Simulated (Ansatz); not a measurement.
**AlN with a defect (Sb on an Al site): a single-point run**

Wanted: field gradients for AlN with a defect (Sb on an Al site).

The COD entry's cell or inner coordinates are ideal or old and differ from later refinements, so a difference from it is no clean test against experiment.

Program: Ansatz 0.2.0. Level of theory: DFT, PBE, plane-wave PAW, default files, scalar-relativistic. These are calculated values, not measurements.

## Step 1: The system as given

The structure is trigonal, space group P3m1 (No. 156). Conventional cell: a = 6.226 Å, b = 6.226 Å, c = 9.962 Å, α = 90.00°, β = 90.00°, γ = 120.00°. Sb (site symmetry 3m) has 4 N at 1.89 Å as nearest neighbours. Around Al (site symmetry 3m) lie 4 N at 1.89 Å. Around Al (site symmetry m) lie 4 N at 1.89 Å. Only part of the 16 independent sites is listed.

The input asks for a charge of +6 e on the cell.

As a file:

```cif
data_structure
_symmetry_space_group_name_H-M 'P3m1'
_symmetry_Int_Tables_number 156
_cell_length_a 6.2260
_cell_length_b 6.2260
_cell_length_c 9.9620
_cell_angle_alpha 90.000
_cell_angle_beta 90.000
_cell_angle_gamma 120.000
_cell_volume 334.42
loop_
_atom_site_label
_atom_site_type_symbol
_atom_site_symmetry_multiplicity
_atom_site_Wyckoff_symbol
_atom_site_fract_x
_atom_site_fract_y
_atom_site_fract_z
_atom_site_occupancy
Sb1 Sb 1 a 0.00000 0.00000 0.00000 1
Al1 Al 1 a 0.00000 0.00000 0.50000 1
Al2 Al 3 d 0.00000 0.50000 0.00000 1
Al3 Al 3 d 0.00000 0.50000 0.50000 1
Al4 Al 3 d 0.16667 0.83333 0.25000 1
Al5 Al 3 d 0.16667 0.83333 0.75000 1
Al6 Al 1 c 0.66667 0.33333 0.25000 1
Al7 Al 1 c 0.66667 0.33333 0.75000 1
N1 N 1 a 0.00000 0.00000 0.19000 1
N2 N 1 a 0.00000 0.00000 0.69000 1
N3 N 3 d 0.00000 0.50000 0.19000 1
N4 N 3 d 0.00000 0.50000 0.69000 1
N5 N 3 d 0.16667 0.83333 0.44000 1
N6 N 3 d 0.16667 0.83333 0.94000 1
N7 N 1 c 0.66667 0.33333 0.44000 1
N8 N 1 c 0.66667 0.33333 0.94000 1
```

## Step 2: The run

The input, input.yaml:

```yaml
crystal:
  lattice:
    - [6.226, 0.0, 0.0]
    - [-3.113, 5.391874164, 0.0]
    - [0.0, 0.0, 9.962]
  atoms:
    - { symbol: Sb, position: [0.1666666666, 0.3333333334, 0.0] }
    - { symbol: Al, position: [0.1666666666, 0.3333333334, 0.5] }
    - { symbol: Al, position: [0.1666666666, 0.8333333334, 0.0] }
    - { symbol: Al, position: [0.1666666666, 0.8333333334, 0.5] }
    - { symbol: Al, position: [0.6666666666, 0.3333333334, 0.0] }
    - { symbol: Al, position: [0.6666666666, 0.3333333334, 0.5] }
    - { symbol: Al, position: [0.6666666666, 0.8333333334, 0.0] }
    - { symbol: Al, position: [0.6666666666, 0.8333333334, 0.5] }
    - { symbol: Al, position: [0.3333333334, 0.1666666666, 0.25] }
    - { symbol: Al, position: [0.3333333334, 0.1666666666, 0.75] }
    - { symbol: Al, position: [0.3333333334, 0.6666666666, 0.25] }
    - { symbol: Al, position: [0.3333333334, 0.6666666666, 0.75] }
    - { symbol: Al, position: [0.8333333334, 0.1666666666, 0.25] }
    - { symbol: Al, position: [0.8333333334, 0.1666666666, 0.75] }
    - { symbol: Al, position: [0.8333333334, 0.6666666666, 0.25] }
    - { symbol: Al, position: [0.8333333334, 0.6666666666, 0.75] }
    - { symbol: "N", position: [0.1666666666, 0.3333333334, 0.19] }
    - { symbol: "N", position: [0.1666666666, 0.3333333334, 0.69] }
    - { symbol: "N", position: [0.1666666666, 0.8333333334, 0.19] }
    - { symbol: "N", position: [0.1666666666, 0.8333333334, 0.69] }
    - { symbol: "N", position: [0.6666666666, 0.3333333334, 0.19] }
    - { symbol: "N", position: [0.6666666666, 0.3333333334, 0.69] }
    - { symbol: "N", position: [0.6666666666, 0.8333333334, 0.19] }
    - { symbol: "N", position: [0.6666666666, 0.8333333334, 0.69] }
    - { symbol: "N", position: [0.3333333334, 0.1666666666, 0.44] }
    - { symbol: "N", position: [0.3333333334, 0.1666666666, 0.94] }
    - { symbol: "N", position: [0.3333333334, 0.6666666666, 0.44] }
    - { symbol: "N", position: [0.3333333334, 0.6666666666, 0.94] }
    - { symbol: "N", position: [0.8333333334, 0.1666666666, 0.44] }
    - { symbol: "N", position: [0.8333333334, 0.1666666666, 0.94] }
    - { symbol: "N", position: [0.8333333334, 0.6666666666, 0.44] }
    - { symbol: "N", position: [0.8333333334, 0.6666666666, 0.94] }
kpoints:
  mp_grid: { grid: [4, 4, 2] }
scf:
  occupations: { method: fermi_dirac, width: 0.01 }
  max_iter: 100
hamiltonian:
  xc: pbe
  pseudopotentials: { kind: paw }
output:
  forces: true
  stress: true
  populations: true
  efg:
    quadrupole_moments_barn: { Sb: -0.543, Al: 0.1466, "N": 0.02044 }
    contact_densities: true
total_charge: 6
```

The run is started by

```sh
> ansatz run input.yaml --threads 1 --pin off --max-ram 3072MiB --backend cpu --events-out ev --progress --plain --runs-dir out
```

What happens when this is run?

The run converged and reported no error, with warnings (gradients without spin orbit). It gives a pressure of 28 GPa and a largest force of 2.6 eV/Å, which is large; a structure far from rest gives such values too, whatever the setting.

The suspect setting: total_charge is 6. The net charge is not the one intended, so the run treats another number of electrons.

To check: delete total_charge (the default then holds).
